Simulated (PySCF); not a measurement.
# The bond of TlTe, level by level

The task here is to estimate one member of a computed series from the others.

Method: Tl def2-SVP with ECP60, Te def2-SVP with ECP28, scalar-relativistic core potentials; program: PySCF 2.14.0.

Set-up of the first run:

A driver script around PySCF takes these settings:

* atoms: Tl, Te
* charge: 0
* basis: Tl def2-SVP with ECP60, Te def2-SVP with ECP28
* Hamiltonian: scalar-relativistic core potentials
* basis functions: 52
* electrons treated: 45
* masses in u: 204.9744, 129.9062
* levels: PBE0, PBE, r²SCAN, M06-2X, r²SCAN0, M06, HF, MP2, SCS-MP2, CCSD, CCSD(T)
* grid: 80 radial by 434 angular points
* occupations: held fixed by the projection of orbital angular momentum
* dissociation limit: Tl + Te, each in its ground configuration
* starting distance in angstrom: 2.750
* values of 2S to try: 1, 3

Steps of the session up to this table: Set-up; The PBE0 curve of the state that the search chose; Other states along the same grid; PBE; r²SCAN (meta-GGA); M06-2X (hybrid meta-GGA); r²SCAN0; M06 (hybrid meta-GGA); UHF; Correlated methods on the Hartree–Fock reference.

One of the session's tables, all rows but one given; the rest of the session is left out.

It belongs to the step «The curves together». Energy (eV) from each level's lowest point:

| R (Å) | UHF | UHF-MP2 | UHF-SCS-MP2 | UHF-CCSD | UHF-CCSD(T) |
| --- | --- | --- | --- | --- | --- |
| 2.523 | 0.869 | 0.772 | 0.816 | n/a | n/a |
| 2.641 | 0.408 | 0.337 | 0.368 | 0.368 | 0.369 |
| 2.758 | 0.146 | 0.104 | 0.121 | 0.122 | 0.122 |
| 2.846 | 0.044 | 0.022 | 0.031 | 0.031 | 0.031 |
| 2.934 | 0.000 | 0.000 | 0.000 | 0.000 | 0.000 |
| 3.022 | 0.001 | 0.022 | 0.014 | 0.014 | 0.013 |
| 3.139 | ? | ? | ? | ? | ? |
| 3.286 | 0.174 | 0.256 | 0.226 | 0.223 | 0.222 |
| 3.462 | 0.365 | 0.486 | 0.445 | 0.437 | 0.435 |
| 3.697 | 0.649 | 0.838 | 0.787 | n/a | n/a |

Estimate the missing values for R (Å) = 3.139.

Worked estimate for «UHF». A straight line through the neighbours (3.022, 0.001) and (3.286, 0.174) gives 0.001 + (0.174 − 0.001) × (3.139 − 3.022) / (3.286 − 3.022) = 0.078; a parabola fitted to 4 rows on both sides gives 0.059.

The run gave: UHF: 0.053; UHF-MP2: 0.102; UHF-SCS-MP2: 0.084; UHF-CCSD: 0.083; UHF-CCSD(T): 0.082. In «UHF» the line misses by +0.025 and the parabola by +0.006.

State 2 has its PBE0 minimum 0.29 eV higher. State 3 has its PBE0 minimum 2.49 eV higher. The other levels ran on the lowest alone.
